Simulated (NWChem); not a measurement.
# UPBE0/SBKJC-VDZ (core potential) run of GeH3O (SMILES [O][GeH3]), part 2 of 2

NWChem 7.3.0. Earlier steps stand in the parts before.

## Step 3: The singlet cation, same level

struct.nw reads:

```
start struct
title "GeH3O"
memory stack 880 mb heap 220 mb global 1100 mb
charge 1

geometry units angstrom noautosym nocenter noautoz
   O    -1.443900    0.418600    0.777300
   Ge    0.072300   -0.056300   -0.056900
   H    -0.162200   -0.091200   -1.574700
   H     0.548000   -1.418100    0.471500
   H     1.035700    1.073400    0.341400
end

basis spherical bse
   * library SBKJC-VDZ
end

ecp bse
   O library SBKJC-VDZ
   Ge library SBKJC-VDZ
end

dft
   xc pbe0
   grid fine
   convergence energy 1e-08
   iterations 100
   mulliken
   noprint "final vectors analysis"
end

task dft
```

Launch:

```bash
$ nwchem struct.nw > struct.out
```

Output:

```text
Northwest Computational Chemistry Package (NWChem) 7.3.0
             --------------------------------------------------------

           Job information
           ---------------

    nwchem branch   = 7.3.0
    use scalapack   = T
    input           = struct.nw
    prefix          = struct.
    data base       = ./struct.db
    status          = startup
    nproc           =        1

           Memory information
           ------------------

    heap     =     28835834 doubles =      220.0 Mbytes
    stack    =    115343359 doubles =      880.0 Mbytes
    global   =    144179200 doubles =     1100.0 Mbytes (distinct from heap & stack)
    total    =    288358393 doubles =     2200.0 Mbytes
    verify   = yes
    hardfail = no

           Directory information
           ---------------------

  0 permanent = .
  0 scratch   = .

                                NWChem Input Module
                                -------------------

                                       GeH3O
                                       -----

 Scaling coordinates for geometry "geometry" by  1.889725989
 (inverse scale =  0.529177249)

                             Geometry "geometry" -> ""
                             -------------------------

 Output coordinates in angstroms (scale by  1.889725989 to convert to a.u.)

  No.       Tag          Charge          X              Y              Z
 ---- ---------------- ---------- -------------- -------------- --------------
    1 O                    8.0000    -1.44390000     0.41860000     0.77730000
    2 Ge                  32.0000     0.07230000    -0.05630000    -0.05690000
    3 H                    1.0000    -0.16220000    -0.09120000    -1.57470000
    4 H                    1.0000     0.54800000    -1.41810000     0.47150000
    5 H                    1.0000     1.03570000     1.07340000     0.34140000

      Atomic Mass
      -----------

      O                 15.994910
      Ge                73.921900
      H                  1.007825

 Effective nuclear repulsion energy (a.u.)     113.9098896502

            Nuclear Dipole moment (a.u.)
            ----------------------------
        X                 Y               Z
 ---------------- ---------------- ----------------
   -14.7702872993     2.1000524911     6.8706657493

            XYZ format geometry
            -------------------
     5
 geometry
 O                    -1.44390000     0.41860000     0.77730000
 Ge                    0.07230000    -0.05630000    -0.05690000
 H                    -0.16220000    -0.09120000    -1.57470000
 H                     0.54800000    -1.41810000     0.47150000
 H                     1.03570000     1.07340000     0.34140000

 ==============================================================================
                                internuclear distances
 ------------------------------------------------------------------------------
       center one      |      center two      | atomic units |  angstroms
 ------------------------------------------------------------------------------
    2 Ge               |   1 O                |     3.39114  |     1.79451
    3 H                |   2 Ge               |     2.90301  |     1.53620
    4 H                |   2 Ge               |     2.90305  |     1.53623
    5 H                |   2 Ge               |     2.90490  |     1.53721
 ------------------------------------------------------------------------------
                         number of included internuclear distances:          4
 ==============================================================================

 ==============================================================================
                                 internuclear angles
 ------------------------------------------------------------------------------
        center 1       |       center 2       |       center 3       |  degrees
 ------------------------------------------------------------------------------
    1 O                |   2 Ge               |   3 H                |   109.65
    1 O                |   2 Ge               |   4 H                |   109.65
    1 O                |   2 Ge               |   5 H                |   102.39
    3 H                |   2 Ge               |   4 H                |   111.53
    3 H                |   2 Ge               |   5 H                |   111.61
    4 H                |   2 Ge               |   5 H                |   111.61
 ------------------------------------------------------------------------------
                            number of included internuclear angles:          6
 ==============================================================================

 Summary of "ao basis" -> "" (spherical)
 ------------------------------------------------------------------------------
       Tag                 Description            Shells   Functions and Types
 ---------------- ------------------------------  ------  ---------------------
 *                         SBKJC-VDZ                  on all atoms

                 ECP       "ecp basis" -> "" (cartesian)
                -----
  [basis functions not shown]

                                 NWChem DFT Module
                                 -----------------

                                       GeH3O

                      Basis "ao basis" -> "ao basis" (spherical)
                      -----
  [basis functions not shown]

 Summary of "ao basis" -> "ao basis" (spherical)
 ------------------------------------------------------------------------------
       Tag                 Description            Shells   Functions and Types
 ---------------- ------------------------------  ------  ---------------------
 O                         SBKJC-VDZ                 4        8   2s2p
 Ge                        SBKJC-VDZ                 4        8   2s2p
 H                         SBKJC-VDZ                 2        2   2s

 Summary of "ao basis" -> "ao basis" (spherical)
 ------------------------------------------------------------------------------
       Tag                 Description            Shells   Functions and Types
 ---------------- ------------------------------  ------  ---------------------
 O                         SBKJC-VDZ                 4        8   2s2p
 Ge                        SBKJC-VDZ                 4        8   2s2p
 H                         SBKJC-VDZ                 2        2   2s

  Caching 1-el integrals
  itol2e modified to match energy
  convergence criterion.
  tol_rho modified to match energy
  convergence criterion.

            General Information
            -------------------
          SCF calculation type: DFT
          Wavefunction type:  closed shell.
          No. of atoms     :     5
          No. of electrons :    12
           Alpha electrons :     6
            Beta electrons :     6
          Charge           :     1
          Spin multiplicity:     1
          Use of symmetry is: off; symmetry adaption is: off
          Maximum number of iterations: 100
          AO basis - number of functions:    22
                     number of shells:    14
          Convergence on energy requested:  1.00D-08
          Convergence on density requested:  1.00D-05
          Convergence on gradient requested:  5.00D-04

              XC Information
              --------------
                         PBE0 Method XC Functional
                     Hartree-Fock (Exact) Exchange  0.250
          PerdewBurkeErnzerhof Exchange Functional  0.750
            Perdew 1991 LDA Correlation Functional  1.000 local
           PerdewBurkeErnz. Correlation Functional  1.000 non-local

             Grid Information
             ----------------
          Grid used for XC integration:  fine
          Radial quadrature: Mura-Knowles
          Angular quadrature: Lebedev.
          Tag              B.-S. Rad. Rad. Pts. Rad. Cut. Ang. Pts.
          ---              ---------- --------- --------- ---------
          O                   0.60       70           8.0       590
          Ge                  1.25      140           7.0       974
          H                   0.35       60           8.0       590
          Grid pruning is: on
          Number of quadrature shells:   390
          Spatial weights used:  Erf1

          Convergence Information
          -----------------------
          Convergence aids based upon iterative change in
          total energy or number of iterations.
          Levelshifting, if invoked, occurs when the
          HOMO/LUMO gap drops below (HL_TOL):  1.00D-02
          DIIS, if invoked, will attempt to extrapolate
          using up to (NFOCK): 10 stored Fock matrices.

                    Damping( 0%)  Levelshifting(0.5)       DIIS
                  --------------- ------------------- ---------------
          dE  on:    start            ASAP                start
          dE off:    2 iters        100 iters           100 iters

      Screening Tolerance Information
      -------------------------------
          Density screening/tol_rho:  1.00D-11
          AO Gaussian exp screening on grid/accAOfunc:  18
          CD Gaussian exp screening on grid/accCDfunc:  20
          XC Gaussian exp screening on grid/accXCfunc:  20
          Schwarz screening/accCoul:  1.00D-09

      Superposition of Atomic Density Guess
      -------------------------------------

 Sum of atomic energies:         -22.38728254

 Renormalizing density from      13.00 to     12

      Non-variational initial energy
      ------------------------------

 Total energy =     -19.540187
 1-e energy   =     -58.382494
 2-e energy   =      23.458217
 HOMO         =      -0.642909
 LUMO         =      -0.642803

   Time after variat. SCF:      0.1

     ---------------------------------------------
      Total Density - Mulliken Population Analysis
     ---------------------------------------------

    Atom       Charge   Shell Charges
 -----------   ------   -------------------------------------------------------
    1 O    6     7.46   1.52  4.43  0.42  1.09
    2 Ge   4     2.75   1.43  1.27  0.04  0.01
    3 H    1     0.82   0.33  0.50
    4 H    1     0.75   0.30  0.45
    5 H    1     0.22   0.09  0.13
   Time prior to 1st pass:      0.1

 Grid_pts file          = ./struct.gridpts.0
 Record size in doubles =  12289        No. of grid_pts per rec  =   3070
 Max. records in memory =    138        Max. recs in file   = *********

           Memory utilization after 1st SCF pass:
           Heap Space remaining (MW):        0.00                  54
          Stack Space remaining (MW):      115.34           115343068

   convergence    iter        energy       DeltaE   RMS-Dens  Diis-err    time
 ---------------- ----- ----------------- --------- --------- ---------  ------
 d= 0,ls=0.0,diis     1    -20.2186136721 -3.56D+01  3.65D-01  3.60D+00     0.4
 d= 0,ls=0.0,diis     2    -13.7719376687  6.45D+00  3.50D-01  2.29D+01     0.6
 d= 0,ls=0.5,diis     3    -20.7897831098 -7.02D+00  9.38D-03  1.34D+00     0.7
 d= 0,ls=0.5,diis     4    -20.8762144926 -8.64D-02  1.23D-02  6.78D-01     0.9
 d= 0,ls=0.5,diis     5    -20.9550724619 -7.89D-02  5.55D-03  1.89D-01     1.1
  Resetting Diis
 d= 0,ls=0.5,diis     6    -20.9766774777 -2.16D-02  3.10D-03  7.74D-02     1.2
 d= 0,ls=0.5,diis     7    -20.9851180458 -8.44D-03  9.25D-03  4.22D-02     1.4
 d= 0,ls=0.5,diis     8    -20.9918783481 -6.76D-03  2.87D-03  2.70D-02     1.6
 d= 0,ls=0.5,diis     9    -20.9937762005 -1.90D-03  1.91D-03  1.31D-02     1.8
 d= 0,ls=0.5,diis    10    -20.9950041596 -1.23D-03  1.42D-03  4.56D-03     2.0
 d= 0,ls=0.5,diis    11    -20.9955505054 -5.46D-04  8.50D-04  1.05D-03     2.1
 d= 0,ls=0.5,diis    12    -20.9957038482 -1.53D-04  4.62D-04  1.88D-04     2.3
 d= 0,ls=0.5,diis    13    -20.9957382099 -3.44D-05  2.37D-04  2.52D-05     2.5
 d= 0,ls=0.5,diis    14    -20.9957450935 -6.88D-06  1.26D-04  3.14D-06     2.7
 d= 0,ls=0.5,diis    15    -20.9957465865 -1.49D-06  6.80D-05  1.35D-06     2.9
 d= 0,ls=0.5,diis    16    -20.9957469715 -3.85D-07  3.77D-05  1.75D-06     3.0
 d= 0,ls=0.5,diis    17    -20.9957471494 -1.78D-07  2.41D-05  1.78D-06     3.2
 d= 0,ls=0.5,diis    18    -20.9957473472 -1.98D-07  1.77D-05  1.09D-06     3.4
 d= 0,ls=0.5,diis    19    -20.9957474699 -1.23D-07  1.57D-05  6.82D-07     3.6
 d= 0,ls=0.5,diis    20    -20.9957475471 -7.72D-08  1.36D-05  4.63D-07     3.7
 d= 0,ls=0.5,diis    21    -20.9957476018 -5.46D-08  1.37D-05  3.14D-07     3.9
 d= 0,ls=0.5,diis    22    -20.9957476450 -4.32D-08  1.36D-05  2.08D-07     4.1
 d= 0,ls=0.5,diis    23    -20.9957476793 -3.43D-08  1.48D-05  1.37D-07     4.3
 d= 0,ls=0.5,diis    24    -20.9957477087 -2.94D-08  9.11D-06  9.46D-08     4.5
 d= 0,ls=0.5,diis    25    -20.9957477287 -1.99D-08  1.71D-05  6.35D-08     4.6
 d= 0,ls=0.5,diis    26    -20.9957477533 -2.46D-08  1.04D-05  4.97D-08     4.8
 d= 0,ls=0.5,diis    27    -20.9957477715 -1.82D-08  9.35D-06  3.17D-08     5.0
 d= 0,ls=0.5,diis    28    -20.9957477868 -1.53D-08  2.31D-05  2.12D-08     5.2
 d= 0,ls=0.5,diis    29    -20.9957478083 -2.15D-08  2.62D-05  4.31D-08     5.4
 d= 0,ls=0.5,diis    30    -20.9957478286 -2.03D-08  4.26D-05  8.12D-08     5.5
 d= 0,ls=0.5,diis    31    -20.9957478413 -1.27D-08  2.05D-05  2.00D-07     5.7
 d= 0,ls=0.5,diis    32    -20.9957478800 -3.87D-08  2.34D-05  1.37D-07     5.9
 d= 0,ls=0.5,diis    33    -20.9957479074 -2.74D-08  2.92D-05  1.30D-07     6.1
 d= 0,ls=0.5,diis    34    -20.9957479286 -2.13D-08  2.39D-05  1.58D-07     6.3
 d= 0,ls=0.5,diis    35    -20.9957479557 -2.71D-08  1.25D-05  1.47D-07     6.4
 d= 0,ls=0.5,diis    36    -20.9957479887 -3.30D-08  8.26D-06  7.84D-08     6.6
 d= 0,ls=0.5,diis    37    -20.9957480103 -2.16D-08  1.72D-05  2.70D-08     6.8
 d= 0,ls=0.5,diis    38    -20.9957480233 -1.31D-08  2.64D-05  4.21D-08     7.0
 d= 0,ls=0.5,diis    39    -20.9957480331 -9.75D-09  3.98D-05  9.08D-08     7.1
 d= 0,ls=0.5,diis    40    -20.9957480302  2.88D-09  3.88D-05  2.12D-07     7.3
 d= 0,ls=0.5,diis    41    -20.9957480335 -3.30D-09  3.52D-05  2.95D-07     7.5
 d= 0,ls=0.5,diis    42    -20.9957480483 -1.48D-08  2.89D-05  3.21D-07     7.7
 d= 0,ls=0.5,diis    43    -20.9957480759 -2.76D-08  2.99D-05  2.88D-07     7.9
 d= 0,ls=0.5,diis    44    -20.9957480945 -1.86D-08  1.98D-05  2.90D-07     8.0
 d= 0,ls=0.5,diis    45    -20.9957481337 -3.92D-08  1.69D-05  1.98D-07     8.2
 d= 0,ls=0.5,diis    46    -20.9957481622 -2.86D-08  1.16D-05  1.43D-07     8.4
 d= 0,ls=0.5,diis    47    -20.9957481895 -2.73D-08  1.41D-05  8.39D-08     8.6
 d= 0,ls=0.5,diis    48    -20.9957482031 -1.36D-08  1.73D-05  7.49D-08     8.8
 d= 0,ls=0.5,diis    49    -20.9957482111 -7.99D-09  2.59D-05  8.64D-08     8.9
 d= 0,ls=0.5,diis    50    -20.9957482086  2.53D-09  1.98D-05  1.40D-07     9.1
 d= 0,ls=0.5,diis    51    -20.9957482187 -1.01D-08  2.69D-05  1.38D-07     9.3
 d= 0,ls=0.5,diis    52    -20.9957482157  3.05D-09  2.09D-05  1.87D-07     9.5
 d= 0,ls=0.5,diis    53    -20.9957482268 -1.11D-08  2.00D-05  1.76D-07     9.7
 d= 0,ls=0.5,diis    54    -20.9957482374 -1.07D-08  3.06D-05  1.66D-07     9.8
 d= 0,ls=0.5,diis    55    -20.9957482276  9.79D-09  2.07D-05  2.27D-07    10.0
 d= 0,ls=0.5,diis    56    -20.9957482421 -1.44D-08  1.10D-05  1.94D-07    10.2
 d= 0,ls=0.5,diis    57    -20.9957482708 -2.88D-08  1.35D-05  1.11D-07    10.4
 d= 0,ls=0.5,diis    58    -20.9957482800 -9.14D-09  1.16D-05  1.00D-07    10.6
 d= 0,ls=0.5,diis    59    -20.9957482898 -9.80D-09  1.37D-05  8.31D-08    10.7
 d= 0,ls=0.5,diis    60    -20.9957482931 -3.39D-09  1.27D-05  8.72D-08    10.9
 d= 0,ls=0.5,diis    61    -20.9957482980 -4.89D-09  1.04D-05  8.27D-08    11.1
 d= 0,ls=0.5,diis    62    -20.9957483047 -6.65D-09  8.80D-06  7.04D-08    11.3

         Total DFT energy =      -20.995748311354
      One electron energy =      -60.296136901354
           Coulomb energy =       29.075819946818
    Exchange-Corr. energy =       -5.159521806585
 Nuclear repulsion energy =       15.384090449767

 Numeric. integr. density =       11.999999880108

     Total iterative time =     11.4s

     ---------------------------------------------
      Total Density - Mulliken Population Analysis
     ---------------------------------------------

    Atom       Charge   Shell Charges
 -----------   ------   -------------------------------------------------------
    1 O    6     6.00   1.50  3.19  0.47  0.85
    2 Ge   4     3.50   1.43  2.20 -0.02 -0.10
    3 H    1     0.86   0.38  0.48
    4 H    1     0.86   0.38  0.48
    5 H    1     0.77   0.35  0.42

     -------------------------------------------
      Total Density - Lowdin Population Analysis
     -------------------------------------------

    Atom       Charge   Shell Charges
 -----------   ------   -------------------------------------------------------
    1 O    6     6.06   1.28  2.99  0.59  1.20
    2 Ge   4     3.36   0.91  1.82  0.26  0.36
    3 H    1     0.90   0.38  0.52
    4 H    1     0.90   0.38  0.52
    5 H    1     0.78   0.34  0.44

 center of mass
 --------------
 x =  -0.33178627 y =   0.04258388 z =   0.15166004

 moments of inertia (a.u.)
 ------------------
          65.463080186688          33.027504150804          57.394583521117
          33.027504150804         158.640838720152         -18.259954613555
          57.394583521117         -18.259954613555         137.360163061856

     Multipole analysis of the density
     ---------------------------------

     L   x y z        total         alpha         beta         nuclear
     -   - - -        -----         -----         ----         -------
     0   0 0 0      1.000000     -6.000000     -6.000000     13.000000

     1   1 0 0      0.524718      6.831708      6.831708    -13.138698
     1   0 1 0      0.101998     -1.697470     -1.697470      3.496938
     1   0 0 1     -0.108599     -3.526104     -3.526104      6.943609

     2   2 0 0    -11.303344    -30.522849    -30.522849     49.742354
     2   1 1 0      1.181833      6.471365      6.471365    -11.760897
     2   1 0 1      0.647441     10.828238     10.828238    -21.009036
     2   0 2 0    -10.098816    -12.612114    -12.612114     15.125411
     2   0 1 1      0.605833     -2.922679     -2.922679      6.451191
     2   0 0 2    -11.490295    -17.273737    -17.273737     23.057178

 Task  times  cpu:       11.4s     wall:       11.4s
 Total times  cpu:       11.5s     wall:       11.5s
```

Wall time 12 s (1 thread of Intel Xeon Platinum 8488C (Sapphire Rapids), shared host); peak memory 0.11 GiB.

## Step 4: Summary of results

The summary covers parts 1 to 2.

At UPBE0/SBKJC-VDZ (core potential):

```
                                          quantity         value
                       doublet GeH3O: total energy  -21.46721 Eh
                               doublet GeH3O: ⟨S²⟩         0.753
                      singlet cation: total energy  -20.99575 Eh
vertical ionisation energy (to the singlet cation)     12.829 eV
```

**Reading.** The vertical ionisation energy comes to 12.83 eV (1238 kJ/mol). Only the singlet of the ionised species was computed; a triplet could lie lower. Mulliken charges (doublet GeH3O) run from -0.37 on O1 to +0.40 on Ge2. Mulliken charges (singlet cation) run from +0.00 on O1 to +0.50 on Ge2; they depend strongly on the basis.
